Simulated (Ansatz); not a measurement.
CH₄BNO, SMILES BOC=N, a single point in a Gaussian basis

Run with Ansatz 0.2.0 through its Python package.

Script `energy_ch4bno.py`:
```python
# -*- coding: utf-8 -*-
"""Single point of CH4BNO in a Gaussian basis."""

from pathlib import Path

import ansatz as az
import numpy as np

geometry_ang = [
    ("B", (-0.6577, 1.3537, -0.2002)),
    ("O", (0.5572, 0.7649, 0.2571)),
    ("C", (0.7575, -0.611, 0.2687)),
    ("N", (-0.034, -1.4469, -0.1161)),
    ("H", (-1.6061, 0.733, -0.6172)),
    ("H", (-0.8138, 2.5904, -0.1995)),
    ("H", (1.7713, -0.9739, 0.6458)),
    ("H", (0.1177, -2.4674, -0.0943)),
]
mol = az.Crystal.molecule()
for symbol, xyz in geometry_ang:
    mol = mol.atom(symbol, xyz)

calculation = mol.calculation().basis(gaussian="def2-SVP").functional("r2SCAN").forces().orbitals()
out = calculation.run(threads=1, runs_dir="runs")
data = out.report

print("reference energy %16.6f eV" % data["reference_energy_ev"])
print("total energy     %16.6f eV" % data["free_energy_ev"])
print("occupied (up, down):", data["n_occupied"], " virtual:", data["n_virtual"], " frozen:", data["n_frozen"])

state = data["mean_field"]["state"]
print(f"mean field: {state['energy']['hartree']:.7f} Ha, <S^2> = {abs(state['spin_squared']):.4f}, stability: {state.get('stability', {}).get('kind')}")

symbols = [site.symbol for site in mol.cartesian_sites]
forces = np.array(data["forces_ev_ang"])
print("largest force", round(float(np.linalg.norm(forces, axis=1).max()), 4), "eV/A, rms", round(float(np.sqrt((forces ** 2).mean())), 4))

charges = data["charge_distribution"]
dipole = np.array(charges["dipole_moment_e_ang"]) * 4.803205
print("dipole (D): {:.3f} {:.3f} {:.3f}, length {:.3f}".format(*dipole, np.linalg.norm(dipole)))
print("atom  Mulliken   Lowdin")
for symbol, m, l in zip(symbols, charges["mulliken_charges_e"], charges["lowdin_charges_e"]):
    print(f"{symbol:4s} {m:9.3f} {l:8.3f}")

lines = Path(data["orbitals_path"]).read_text().splitlines()
field_of = lambda key: [line.split("=")[1].strip() for line in lines if line.startswith(key)]
orbitals = [(27.211386 * float(e), s, float(n)) for e, s, n in zip(field_of("Ene="), field_of("Spin="), field_of("Occup="))]
homo = max(e for e, _, n in orbitals if n > 0.5)
lumo = min(e for e, _, n in orbitals if n < 0.5)
print(f"HOMO {homo:.3f} eV, LUMO {lumo:.3f} eV, gap {lumo - homo:.3f} eV")
```

`python energy_ch4bno.py` gives:
```text
reference energy     -5307.907034 eV
total energy         -5307.907034 eV
occupied (up, down): [15, 15]  virtual: [61, 61]  frozen: 0
mean field: -195.0619857 Ha, <S^2> = 0.0000, stability: minimum
largest force 4.4311 eV/A, rms 1.291
dipole (D): 1.100 -1.711 0.384, length 2.070
atom  Mulliken   Lowdin
B        0.180   -0.092
O       -0.258    0.195
C        0.160   -0.088
N       -0.190    0.057
H       -0.027   -0.050
H       -0.053   -0.047
H        0.042   -0.003
H        0.147    0.029
HOMO -6.342 eV, LUMO -1.775 eV, gap 4.567 eV
```

Caveats:
- Total energies depend on the basis set; only differences at equal settings carry meaning.
- The geometry is a force-field or estimated start, not a minimum of this method, and the basis set is short of its limit.
- The Löwdin charges here are taken after orthogonalising the functions within each atom; they differ from plain Löwdin charges, and their signs can be unphysical.
- Levels such as HOMO and LUMO are orbital energies: with these approximate functionals they aren't the ionisation energy and electron affinity, and their gap isn't the fundamental gap.
- It ran for 3.4 s on 1 thread of Arm Neoverse V2 (shared host), peak memory 0.19 GiB.

(A comment or docstring line of the script was reworded after the run, the code is as it ran; lines on the test bed's own set-up are left out of the output.)
